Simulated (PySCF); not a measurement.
# C9H14O3: NMR shifts at several levels of theory, part 2 of 2

PySCF 2.14.0. Atoms count from 0. The steps go on from the part before.

### Step 6. NMR shieldings: KT2/pcSseg-1

The job: settings as JSON, then the geometry in Å.

```
{"job": {"kind": "nmr", "xc": "KT2", "basis": "pcSseg-1", "pop": false}, "charge": 0, "multiplicity": 1}
C     -2.376585    -0.264191    -0.810719
C     -1.170461    -0.254825     0.122556
C     -1.638705    -0.657778     1.527796
C     -0.161683    -1.325489    -0.293544
O     -0.398911    -2.481957    -0.594078
C      1.168304    -0.770389    -0.198912
O      2.276441    -1.508618    -0.394576
C      1.095481     0.551918     0.073200
O      2.106812     1.410126     0.213262
C     -0.318187     1.074770     0.115828
C     -0.535918     1.918935    -1.149434
C     -0.535642     1.977230     1.332643
H     -3.125064     0.480890    -0.499765
H     -2.105006    -0.065960    -1.855882
H     -2.845038    -1.258314    -0.777618
H     -0.805613    -0.691243     2.244861
H     -2.081176    -1.663539     1.482095
H     -2.400558     0.037016     1.910813
H      1.958186    -2.407571    -0.578368
H      2.938878     0.929903     0.104907
H     -0.392495     1.324659    -2.062952
H      0.189003     2.745988    -1.169675
H     -1.546544     2.352430    -1.169652
H     -0.289978     1.476003     2.277952
H     -1.582256     2.313655     1.382289
H      0.102207     2.869511     1.253745
```

Method: GIAO KT2/pcSseg-1 NMR shielding, non-relativistic, gas phase.

Log:

```text
coarse grid: 21712 points
cycle   1  E = -586.0128706585  dE =  1.720e+00  |g| = 1.311e+00  |ddm| = 4.834e+00
cycle   2  E = -584.3975464201  dE =  1.615e+00  |g| = 2.959e+00  |ddm| = 5.692e+00
cycle   3  E = -586.2007052646  dE = -1.803e+00  |g| = 7.835e-01  |ddm| = 5.073e+00
cycle   4  E = -586.3376554766  dE = -1.370e-01  |g| = 2.624e-01  |ddm| = 1.202e+00
cycle   5  E = -586.3446965548  dE = -7.041e-03  |g| = 1.915e-01  |ddm| = 5.111e-01
cycle   6  E = -586.3540117299  dE = -9.315e-03  |g| = 4.354e-02  |ddm| = 2.755e-01
cycle   7  E = -586.3544211936  dE = -4.095e-04  |g| = 1.705e-02  |ddm| = 6.077e-02
cycle   8  E = -586.3544815868  dE = -6.039e-05  |g| = 3.899e-03  |ddm| = 2.446e-02
cycle   9  E = -586.3544842638  dE = -2.677e-06  |g| = 1.808e-03  |ddm| = 6.867e-03
final grid: 209704 points
cycle  10  E = -586.4725316804  dE = -4.942e-04  |g| = 1.848e-02  |ddm| = 1.149e-01
cycle  11  E = -586.4723752453  dE =  1.564e-04  |g| = 3.032e-02  |ddm| = 5.609e-02
cycle  12  E = -586.4725867723  dE = -2.115e-04  |g| = 1.155e-02  |ddm| = 4.714e-02
cycle  13  E = -586.4726145396  dE = -2.777e-05  |g| = 2.425e-03  |ddm| = 1.576e-02
cycle  14  E = -586.4726158931  dE = -1.354e-06  |g| = 8.236e-04  |ddm| = 3.945e-03
cycle  15  E = -586.4726160244  dE = -1.313e-07  |g| = 2.624e-04  |ddm| = 1.048e-03
cycle  16  E = -586.4726160380  dE = -1.359e-08  |g| = 9.373e-05  |ddm| = 3.787e-04
cycle  17  E = -586.4726160400  dE = -2.061e-09  |g| = 3.073e-05  |ddm| = 1.429e-04
cycle  18  E = -586.4726160402  dE = -1.860e-10  |g| = 8.242e-06  |ddm| = 4.231e-05
converged SCF energy = -586.4726160402

GIAO shielding tensors (ppm)
atom      isotropic    diamagn.    paramagn.     s11        s22        s33       span
  0 C      164.538     246.040     -81.502    152.792    159.487    181.336     28.544
  1 C      134.245     253.649    -119.405    125.199    130.663    146.872     21.673
  2 C      154.483     247.265     -92.783    137.201    146.938    179.308     42.107
  3 C       -5.609     255.295    -260.904    -78.129    -17.347     78.647    156.776
  4 O     -132.368     400.944    -533.313   -540.726   -253.430    397.051    937.778
  5 C       58.980     260.598    -201.618      8.442     54.348    114.150    105.708
  6 O      264.218     386.985    -122.767    215.219    244.982    332.452    117.233
  7 C       23.931     257.539    -233.608    -31.458      6.337     96.913    128.371
  8 O      197.400     387.076    -189.676    126.429    161.576    304.194    177.765
  9 C      138.194     247.275    -109.081    130.969    133.880    149.732     18.763
 10 C      153.866     247.069     -93.203    132.308    149.087    180.202     47.894
 11 C      163.187     246.424     -83.237    149.114    159.291    181.155     32.041
 12 H       30.564      30.906      -0.342     26.970     28.557     36.165      9.195
 13 H       30.331      31.319      -0.988     25.174     29.508     36.311     11.137
 14 H       29.731      30.610      -0.879     25.469     27.871     35.852     10.383
 15 H       30.311      31.714      -1.403     26.192     28.837     35.904      9.712
 16 H       29.878      31.102      -1.225     26.019     28.124     35.490      9.471
 17 H       30.192      31.186      -0.994     26.440     28.628     35.508      9.068
 18 H       26.922      33.651      -6.729     17.617     26.411     36.739     19.121
 19 H       26.482      32.659      -6.176     17.873     26.748     34.826     16.953
 20 H       30.373      31.480      -1.107     26.481     28.578     36.061      9.580
 21 H       29.521      30.388      -0.866     25.578     28.304     34.682      9.104
 22 H       29.997      31.058      -1.060     26.325     28.092     35.575      9.250
 23 H       30.164      30.990      -0.825     25.542     28.920     36.030     10.488
 24 H       30.256      30.991      -0.735     26.529     28.327     35.913      9.385
 25 H       29.786      30.025      -0.239     25.569     28.299     35.489      9.919
```

Run time: 54 s. Hardware: 8 threads of Intel Xeon Platinum 8259CL at 2.50GHz (Skylake/Cascade Lake), shared host.

Key values: δ C3 188.8, C7 159.3, C5 124.2, C1 49.0, H19 4.70, H18 4.26 ppm.

### Step 7. Nuclear shieldings: HF/pcSseg-1

The job, as its differences from that of step 6:

```diff
@@ -1,2 +1,2 @@
-{"job": {"kind": "nmr", "xc": "KT2", "basis": "pcSseg-1", "pop": false}, "charge": 0, "multiplicity": 1}
+{"job": {"kind": "nmr", "xc": "HF", "basis": "pcSseg-1", "pop": false}, "charge": 0, "multiplicity": 1}
 C     -2.376585    -0.264191    -0.810719
```

With the program's defaults for keys left out, this is: GIAO HF/pcSseg-1 NMR shielding, non-relativistic, gas phase.

Log:

```text
final grid: 209704 points
cycle   1  E = -573.1766592024  dE =  3.256e+00  |g| = 1.038e+00  |ddm| = 4.679e+00
cycle   2  E = -573.3258570735  dE = -1.492e-01  |g| = 8.007e-01  |ddm| = 1.710e+00
cycle   3  E = -573.4449023439  dE = -1.190e-01  |g| = 1.301e-01  |ddm| = 9.691e-01
cycle   4  E = -573.4504368619  dE = -5.535e-03  |g| = 3.520e-02  |ddm| = 1.840e-01
cycle   5  E = -573.4508709006  dE = -4.340e-04  |g| = 1.285e-02  |ddm| = 6.534e-02
cycle   6  E = -573.4509697806  dE = -9.888e-05  |g| = 5.988e-03  |ddm| = 3.034e-02
cycle   7  E = -573.4510010906  dE = -3.131e-05  |g| = 2.081e-03  |ddm| = 2.494e-02
cycle   8  E = -573.4510048400  dE = -3.749e-06  |g| = 8.210e-04  |ddm| = 8.201e-03
cycle   9  E = -573.4510053698  dE = -5.298e-07  |g| = 2.380e-04  |ddm| = 3.199e-03
cycle  10  E = -573.4510054112  dE = -4.141e-08  |g| = 8.728e-05  |ddm| = 6.557e-04
cycle  11  E = -573.4510054156  dE = -4.415e-09  |g| = 2.657e-05  |ddm| = 2.361e-04
cycle  12  E = -573.4510054161  dE = -4.236e-10  |g| = 1.143e-05  |ddm| = 7.180e-05
converged SCF energy = -573.4510054161

GIAO shielding tensors (ppm)
atom      isotropic    diamagn.    paramagn.     s11        s22        s33       span
  0 C      172.872     242.733     -69.861    163.093    168.911    186.611     23.518
  1 C      151.713     247.923     -96.210    144.058    146.189    164.892     20.834
  2 C      165.388     244.435     -79.047    151.252    159.827    185.085     33.833
  3 C      -21.110     253.017    -274.127   -115.405    -47.721     99.795    215.200
  4 O     -166.123     401.758    -567.881   -596.030   -329.910    427.570   1023.600
  5 C       63.644     255.914    -192.270     -1.320     67.368    124.885    126.205
  6 O      307.389     390.142     -82.753    262.345    308.416    351.406     89.060
  7 C       21.120     255.029    -233.909    -73.295     20.543    116.111    189.406
  8 O      241.013     390.455    -149.442    184.035    208.957    330.048    146.014
  9 C      156.350     241.978     -85.628    148.676    151.436    168.937     20.260
 10 C      163.764     244.314     -80.549    144.857    160.719    185.717     40.860
 11 C      171.551     243.503     -71.952    159.707    168.357    186.590     26.882
 12 H       31.005      31.162      -0.158     26.821     28.754     37.440     10.619
 13 H       30.834      30.467       0.367     25.340     29.911     37.251     11.912
 14 H       30.148      30.456      -0.307     25.353     27.935     37.158     11.805
 15 H       30.894      30.653       0.241     26.281     29.389     37.011     10.729
 16 H       30.405      30.908      -0.503     25.829     28.342     37.045     11.216
 17 H       30.736      31.539      -0.803     26.520     28.915     36.773     10.253
 18 H       27.135      32.601      -5.465     15.736     25.777     39.894     24.158
 19 H       26.633      32.211      -5.578     16.355     25.903     37.641     21.286
 20 H       30.982      30.523       0.460     26.777     28.949     37.220     10.443
 21 H       30.077      30.237      -0.160     25.512     28.592     36.127     10.615
 22 H       30.619      31.424      -0.805     26.486     28.470     36.900     10.415
 23 H       30.698      30.287       0.411     25.788     29.231     37.076     11.288
 24 H       30.814      31.321      -0.507     26.562     28.609     37.272     10.710
 25 H       30.285      30.023       0.262     25.582     28.434     36.839     11.256
```

Wall time 35 s (8 threads of Intel Xeon Platinum 8259CL at 2.50GHz (Skylake/Cascade Lake), shared host).

In short: δ C3 212.0, C7 169.7, C5 127.2, C1 39.1, H19 5.05, H18 4.55 ppm.

### Step 8. Comparing the runs: NMR shifts

Shifts (ppm) of some atoms, chosen among heavy atoms and hydrogens apart, with basis size and wall time:

| run | C3 | C9 | H19 | H18 | O4 | O8 | O6 | functions | time |
| --- | --- | --- | --- | --- | --- | --- | --- | --- | --- |
| PBE0/pcSseg-1 | 205.1 | 43.1 | 4.86 | 4.37 | 508.6 | 127.3 | 59.2 | 274 | 67 s |
| PBE/pcSseg-1 | 199.6 | 46.0 | 4.81 | 4.32 | 498.3 | 142.8 | 73.3 | 274 | 53 s |
| wB97X-D/pcSseg-1 | 208.8 | 42.7 | 4.82 | 4.33 | 506.5 | 118.6 | 51.7 | 274 | 81 s |
| KT2/pcSseg-1 | 188.8 | 45.0 | 4.70 | 4.26 | 463.0 | 133.3 | 66.4 | 274 | 54 s |
| HF/pcSseg-1 | 212.0 | 34.5 | 5.05 | 4.55 | 499.4 | 92.3 | 25.9 | 274 | 35 s |

### Step 9. What came out

This closing draws on all 2 parts.

| quantity | value |
| --- | --- |
| point group | C1 |
| rotational constants (main isotopes) | 1.09, 1.07, 0.70 GHz |
| ¹³C shifts against TMS (PBE0/pcSseg-1, means over atoms taken as alike) | 205.1, 169.2, 131.1, 47.8, 43.1, 24.7, 23.7 ppm |
| ¹H shifts against TMS (PBE0/pcSseg-1, means over atoms taken as alike) | 4.86, 4.37, 1.12, 0.99 ppm |
| ¹⁷O shifts against H2O (PBE0/pcSseg-1) | 508.6, 127.3, 59.2 ppm |
| range of the shift of O8 | 92.3 to 142.8 ppm |

What this shows: Single values in the summary come from the first sound run of each kind (PBE0/pcSseg-1), which need not be the best level. Over 12 steps the energy fell by 0.070 eV; of the close pairs, C5–O6 changed most, 1.370 to 1.346 Å. C3 (ketone carbonyl carbon) lies farthest downfield among carbon, at 205.1 ppm; low-lying n→π* states of the double bond to the heteroatom give a large paramagnetic term (-275 ppm). At PBE0/pcSseg-1: The largest span, 1037 ppm, is at O4, where the paramagnetic term is -575 ppm. In ppm, O8 moves most: its shift spreads over 50.5 ppm, from 92.3 (HF/pcSseg-1) to 142.8 (PBE/pcSseg-1).
